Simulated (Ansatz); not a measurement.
A run of Ansatz 0.2.0:

The input input.yaml:

```yaml
crystal:
  lattice:
    - [-1.37004, 1.37004, 9.71647]
    - [1.37004, -1.37004, 9.71647]
    - [1.37004, 1.37004, -9.71647]
  atoms:
    - { symbol: Ni, position: [0.19862, 0.19862, 0.0], spin: 1.0 }
    - { symbol: Mo, position: [0.60922, 0.60922, 0.0], spin: 1.0 }
    - { symbol: Pd, position: [0.7931, 0.7931, 0.0] }
    - { symbol: Ir, position: [0.39944, 0.39944, 0.0], spin: 0.6 }
    - { symbol: W, position: [0.99565, 0.99565, 0.0] }
hamiltonian:
  xc: pbe
  pseudopotentials: { kind: paw }
magnetization:
  spin_polarized: true
kpoints:
  mp_grid: { grid: [10, 10, 10] }
scf:
  occupations: { method: fermi_dirac, width: 0.05 }
output:
  forces: true
  stress: true
  eigenvalues: true
relax:
  f_tol: 0.01
  max_steps: 40
  cell: { stress_tol: 0.05 }
```

Potentials or basis: Ansatz PAW.

The run is started by

```console
$ ansatz run input.yaml --threads 8 --pin off --max-ram 20480MiB --backend cpu --events-out ev --progress --plain --runs-dir out
```

Hardware: 8 threads of Arm Neoverse V1 (shared host).

Estimate the wall time of this run.

Wall time 74 s on 8 threads of Arm Neoverse V1, with other jobs on the host, peak memory 0.96 GiB. Counts: scf iterations 61, plane waves 1445, k points 102, bands 51, ion steps 4.
